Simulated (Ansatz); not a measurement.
# AlIr (Pm-3m): single point

What energy and properties does AlIr (Pm-3m) have at the given structure? Aim: a single point, for AlIr (Pm-3m), run from a script.

Computed with Ansatz 0.2.0, driven from Python. Level of theory: DFT r2SCAN, plane waves, PAW.

## Step 1: Starting point

Symmetry: Pm-3m, No. 221, cubic system. Conventional cell: a = 2.995 Å, b = 2.995 Å, c = 2.995 Å, α = 90.00°, β = 90.00°, γ = 90.00°. Around Al (site symmetry m-3m) lie 8 Ir at 2.59 Å. Around Ir (site symmetry m-3m) lie 8 Al at 2.59 Å.

No structure file is read: the coordinates are typed or built in the script.

## Step 2: The code

Contents of run_scf.py:

```python
"""Self-consistent field of AlIr at the given structure."""

from collections import Counter
import sys

import ansatz
import matplotlib.pyplot as plt
import numpy as np
from pymatgen.core import Structure


def main() -> None:
    system = (
        ansatz.Lattice.cubic(2.994555)
        .space_group(221)
        .atom("Al", (0.0, 0.0, 0.0))
        .atom("Ir", (0.5, 0.5, 0.5))
    )

    # the calculation
    model = system.calculation()
    model = model.functional("r2scan").pseudopotentials("paw")
    model = model.basis(650).kpoints(7, 7, 7)
    model = model.occupations("fermi_dirac", width=0.05)
    model = model.forces()
    model = model.density_of_states(energy_step=0.1, nscf_kmesh_spacing=0.24).band_table()
    try:
        outcome = model.run()
    except ansatz.NonConvergedError as error:
        sys.exit(f"no convergence: {error}")
    except ansatz.RefusalError as error:
        sys.exit(f"input refused: {error}")
    r = outcome.report

    energy = r["free_energy_ev"]
    print("AlIr: {:.6f} eV = {:.6f} Ry = {:.6f} Ha".format(energy, energy / 13.605693, energy / 27.211386))
    print("Fermi level {:.4f} eV, {} k-points, {} symmetry operations".format(r["fermi_energy_ev"], r["n_kpoints"], r["n_symmetry_ops"]))

    terms = r["components"]
    print({name: round(terms[name], 3) for name in ("e_kinetic", "e_hartree", "e_xc", "e_local", "e_nonlocal")})

    final = Structure(outcome.lattice.cell_ang, [s.symbol for s in outcome.lattice.sites], [s.position_frac for s in outcome.lattice.sites])
    # first shell of each atom, within 15 % of its shortest distance
    shortest = {}
    for site, neighbours in zip(final, final.get_all_neighbors(5.0)):
        for other in neighbours:
            pair = "-".join(sorted((site.specie.symbol, other.specie.symbol)))
            shortest[pair] = min(shortest.get(pair, 9e9), other.nn_distance)
    for pair, distance in sorted(shortest.items(), key=lambda item: item[1]):
        print(f"shortest {pair:6s} {distance:.4f} A")

    # forces, one row an atom
    forces = np.array(r["forces_ev_ang"])
    norms = np.linalg.norm(forces, axis=1)
    print("largest force {:.4f} eV/A on atom {}".format(norms.max(), norms.argmax()))
    print(np.array2string(forces, precision=4, suppress_small=True))

    dos = outcome.density_of_states()
    energy = np.asarray(dos.energies_ev) - dos.fermi_ev
    top = min(levels[-1] for levels in r["eigenvalues_ev"]) - dos.fermi_ev  # the computed bands end here
    fig, ax = plt.subplots(figsize=(5, 3.2))
    for spin, channel in enumerate(dos.channels):
        ax.plot(energy, (-1) ** spin * np.asarray(channel.g_bin_mean_per_ev), lw=1)
    ax.axvline(0, color="k", ls=":")
    ax.set(xlim=(-6, min(4, top)), xlabel="E - E_F (eV)", ylabel="states/eV", title="AlIr")
    fig.tight_layout()
    fig.savefig("dos.png", dpi=100)
    print("states below E_F:", round(float(np.interp(0.0, energy, dos.spin_summed_integrated)), 3))


if __name__ == "__main__":
    main()
```

## Step 3: Running it

On the command line:

```console
$ python run_scf.py
```

The program printed:

```text
AlIr: -12491.233616 eV = -918.088745 Ry = -459.044373 Ha
Fermi level 18.9431 eV, 20 k-points, 48 symmetry operations
{'e_kinetic': 652.755, 'e_hartree': 654.654, 'e_xc': -294.842, 'e_local': -1633.553, 'e_nonlocal': 82.992}
shortest Al-Ir  2.5934 A
shortest Ir-Ir  2.9946 A
shortest Al-Al  2.9946 A
largest force 0.0000 eV/A on atom 1
[[-0.  0.  0.]
 [ 0.  0. -0.]]
states below E_F: 19.972
```

Run time: 3.6 s. Hardware: 1 thread of Arm Neoverse V2, shared host; peak memory 0.45 GiB.

Lines on the test bed's own set-up are left out of the output.

## Step 4: What the engine kept of the run

From the engine's report, whether the script printed it or not:

| item | value |
| --- | --- |
| SCF cycles in all | 6 |
| k-points solved | 20 |
| plane waves | 1021 |
| bands | 14 |
| valence electrons | 20 |
| free energy (eV) | -12491.23362 |
| Fermi level (eV) | 18.943 |
| lowest empty less highest filled level on the mesh, by band count (eV) | -0.084 |

## Step 5: The density of states that the run wrote

From dos.tsv among the run's results, states per cell in windows of 2 eV from the Fermi level (on a coarse mesh the curve is spiky, and it ends where the bands solved end):

```csv
from,to,states
-10,-8,1.25
-8,-6,1.97
-6,-4,3.09
-4,-2,4.51
-2,0,0.69
0,2,1.61
2,4,1.04
4,6,1.83
6,8,1.87
```

## Step 6: Again, from the shell

The engine's input of that run, saved to a file, gives the whole log.

Contents of input.yaml:

```yaml
crystal:
  lattice: { bravais: cubic, a: 2.994555 }
  space_group: 221
  atoms:
    - { symbol: Al, position: [0.0, 0.0, 0.0] }
    - { symbol: Ir, position: [0.5, 0.5, 0.5] }
basis:
  ecutwfc: 650.0
kpoints:
  mp_grid: { grid: [7, 7, 7] }
hamiltonian:
  xc: r2scan
  pseudopotentials: { kind: paw }
scf:
  occupations: { method: fermi_dirac, width: 0.05 }
output:
  dos: { de: 0.1, nscf_kmesh: { kspacing: 0.24 } }
  forces: true
  eigenvalues: true
```

On the command line:

```console
$ ansatz run input.yaml --threads 1 --pin off --max-ram 3072MiB --backend cpu --events-out ev --progress --plain --runs-dir out
```

The program printed:

```text
Warning: RAYON_NUM_THREADS=1 ignored (pool sized by the plan → 1); use --threads N
crystal.space_group: 221 is read as Pm-3m: the typed cell holds Al1Ir1 (Al 1a, Ir 1b). Least distances (Å): Al–Al 2.995, Al–Ir 2.593, Ir–Ir 2.995
crystal.space_group generates its sites in this order, which a site index counts, at these fractional coordinates of the primitive cell where crystal.reduce_to_primitive is true, and else of the cell that is read (crystal.supercell repeats the list replica by replica, and crystal.defects acts on that): 0: Al [0.000000, 0.000000, 0.000000]; 1: Ir [0.500000, 0.500000, 0.500000];
Engine: ansatz 0.2.0, aarch64-unknown-linux-gnu
Pseudopotentials: kind: paw
Pseudopotential: Al, paw, valence charge 3, recommended cutoff 500 eV (meta_gga), Al.paw.azcp
Pseudopotential: Ir, paw, valence charge 17, recommended cutoff 500 eV (meta_gga), Ir.paw.azcp
Functional definition: r2SCAN
  parameter k0 = 0.174
  parameter k1 = 0.065
  parameter a1 = 4.9479
  exchange = r2scan_x(k0 = k0, k1 = k1, a1 = a1)
  correlation = r2scan_c
Crystal: 2 atoms, lattice volume = 26.853 Å³
Basis set: ecut = 650 eV, 1021 PW (Γ), exchange–correlation on 100×100×100 points (64 copies of the dense FFT grid, shifted against one another)
Bands: 14, of which v1, the nominal top of the filled ones, is band 10 counted from 1 (9 counted from 0)
Symmetry: 48 space group operations
Space group: Pm-3m (ITA 221), of the structure as read, at distance tolerance 3.0e-5 Å
k-points: 20 of 343
Non-local potential: Al, projectors of the file, l = 0: 2, l = 1: 2, l = 2: 1
Non-local potential: Ir, projectors of the file, l = 0: 3, l = 1: 2, l = 2: 2, l = 3: 1
PAW form: soft (Blöchl's): semilocal exchange-correlation on the pseudo side does not see the compensation charge
PAW frozen core: Al, regenerated for the run's functional (the file was generated under x = pbe(κ = 0.804, μ = 0.2195149727645171), c = pbe(β = 0.06672455060314922))
PAW frozen core: Ir, regenerated for the run's functional (the file was generated under x = pbe(κ = 0.804, μ = 0.2195149727645171), c = pbe(β = 0.06672455060314922))
PAW one-centre angular grid: Al, 302 points (default); XC on 160 Gauss nodes
PAW one-centre angular grid: Ir, 590 points (default); XC on 160 Gauss nodes
Initial density: superposition of atomic densities (neutral atoms: chi_scale 0, normalization atom), corrected by the library's trained network
Initial wavefunctions: pseudopotential atomic-orbital guess
Functional: x = r2scan, c = r2scan; τ floored in thin density (d = 2e-4 eV/Å³)
SCF iter   1: F=—  HF=-12491.206550 eV  |F-HF|=—  |Δ(HF+E_count)|=         —  Δρ=1.26e-2  dr2=5.52e-2  dr2_τ=6.90e-2  ethr=1.77e-3  ⟨swp⟩=5.6  Hψ=1420  notcnv=0
preconditioner: auto → none  [insulator: Δε(μ)=0.230 eV  Ē_g=10.339 eV  σ=0.050 eV  W_gap=0.63  n_scr=6 (ndim 8)  ℏωp=24.8 eV  f_vac=0.000  D(μ)=0.35/eV (n_scr^D=0)  ε∞_Penn≈6.8]
SCF iter   2: F=—  HF=-12491.240049 eV  |F-HF|=—  |Δ(HF+E_count)|=   3.35e-2  Δρ=1.03e-2  dr2=3.13e-2  dr2_τ=8.73e-3  ethr=2.76e-4  ⟨swp⟩=2.1  Hψ=626  notcnv=0
SCF iter   3: F=—  HF=-12491.233557 eV  |F-HF|=—  |Δ(HF+E_count)|=   6.49e-3  Δρ=3.54e-3  dr2=1.21e-3  dr2_τ=1.47e-4  ethr=1.57e-4  ⟨swp⟩=2.0  Hψ=445  notcnv=0
SCF iter   4: F=—  HF=-12491.233643 eV  |F-HF|=—  |Δ(HF+E_count)|=   8.63e-5  Δρ=4.27e-4  dr2=7.32e-5  dr2_τ=4.51e-6  ethr=6.06e-6  ⟨swp⟩=2.9  Hψ=490  notcnv=0
SCF iter   5: F=—  HF=-12491.233615 eV  |F-HF|=—  |Δ(HF+E_count)|=   2.83e-5  Δρ=1.15e-4  dr2=1.03e-6  dr2_τ=2.40e-7  ethr=3.66e-7  ⟨swp⟩=2.4  Hψ=384  notcnv=0
SCF iter   6: F=-12491.233616 eV  HF=-12491.233616 eV  |F-HF|=1.31e-8  |Δ(HF+E_count)|=   8.17e-7  Δρ=1.89e-5  dr2=4.03e-8  dr2_τ=5.81e-9  ethr=5.00e-10  ⟨swp⟩=5.8  Hψ=1355  notcnv=0
SCF 1 converged in 6 iterations: F = -12491.233616 eV  dr2 = 4.03e-8
NSCF: frozen V_eff on 35 k-points
SCF converged after 6 iterations
Free energy (F): -12491.233616 eV
Harris-Foulkes:  -12491.233616 eV  (|F-HF|=1.31e-8)
Internal energy: -12491.229857 eV  (E = F + TS)
E sigma→0 (E₀):  -12491.231736 eV
Entropy (-TS):   -0.003759 eV (-1.880 meV/atom)
Fermi energy:    18.943142 eV
--- Per-component energies (eV) ---
  E_band       = -178.887712
  E_kinetic    = 652.754917
  E_local      = -1633.553357  (includes V_loc(G=0)·N_el)
  E_nonlocal   = 82.991750
  E_hartree    = 654.653708
  E_xc         = -294.841723
  E_vxc        = -369.298245  (∫ρ·V_xc dr)
  E_paw        = -9723.317210  (= ΣΔE_a)
  E_vpaw       = -243.800165  (= ΣTr[D̂ρ^β])
  E_aug_tail   = -0.000032  (compensation charges beyond the density's cutoff)
  E_vtau       = 22.714548  (kinetic-family band-sum trace: ∫τ·v_τ [+ j·A + Jᵃ·Aᵃ] dr)
  E_ewald      = -2229.540908
  E_core_change = -0.377002  (= ΣΔE_core)
  E_smearing   = -0.003759  (= −TS)
  E_closure    = 0.000000  (closes the sum)
  Σ components = -12491.233616   (vs F -12491.233616, Δ=0.00e0)
--- Forces (eV/Å), atoms counted from 1 ---
  atom   1  Al    -0.00000000     0.00000000     0.00000000
  atom   2  Ir     0.00000000     0.00000000    -0.00000000
  max |Σ_I F_I| component: 4.17e-30 eV/Å
--- Band table (eV; the first three rows and the last of 20) ---
  k-point 0: bands = ["-75.9324", "-32.1753", "-32.1753", "-32.1753", "5.9705", "12.7834", "12.7834", "16.9100", "16.9100", "16.9100", "23.4293", "23.4293", "23.4293", "29.1788"]
  k-point 1: bands = ["-75.9311", "-32.2084", "-32.1726", "-32.1726", "6.4016", "12.9225", "12.9258", "16.4142", "16.4142", "16.9630", "21.7521", "24.2424", "24.2424", "28.1499"]
  k-point 2: bands = ["-75.9284", "-32.2823", "-32.1664", "-32.1664", "7.6057", "12.8549", "13.2731", "15.5412", "15.5412", "17.0851", "19.7325", "26.0435", "26.0435", "26.3318"]
  k-point 19: bands = ["-75.9139", "-32.3055", "-32.3050", "-32.3050", "11.5497", "11.8908", "11.8908", "17.9208", "17.9208", "19.0195", "21.0154", "21.6958", "21.6958", "26.3461"]
```

It took 2.6 s on 1 thread of Arm Neoverse V2, shared host; peak memory 0.33 GiB.

Script and command line differ by 0.000 meV in the energy.

## Step 7: What came out

| quantity | value |
| --- | --- |
| free energy | -12491.2336 eV (-6245.6168 eV/atom) |
| gap on the mesh | none |
| largest force | 0.000 eV/Å |

**Reading.** The mesh shows no gap. All forces vanish by symmetry. Spin is left out of this run. The energy terms are those on the plane-wave grid, with the one-centre PAW part apart; the terms shown are only some of the summands, so they needn't add up to F. The count of states below the Fermi level is interpolated on the energy grid. For a metal this k-point mesh is coarse: on a finer one energies can move by several to tens of meV an atom and pressures by half a GPa or more, differences at one mesh by less. An absolute Fermi energy rests on an arbitrary zero of the periodic potential and has no direct meaning. Spin-orbit coupling, which matters for elements this heavy, is left out. This cell is a computed structure, which may not be the phase found in nature. The computed bands are complete only to about 7.4 eV above the Fermi level; beyond that the density of states is undercounted.
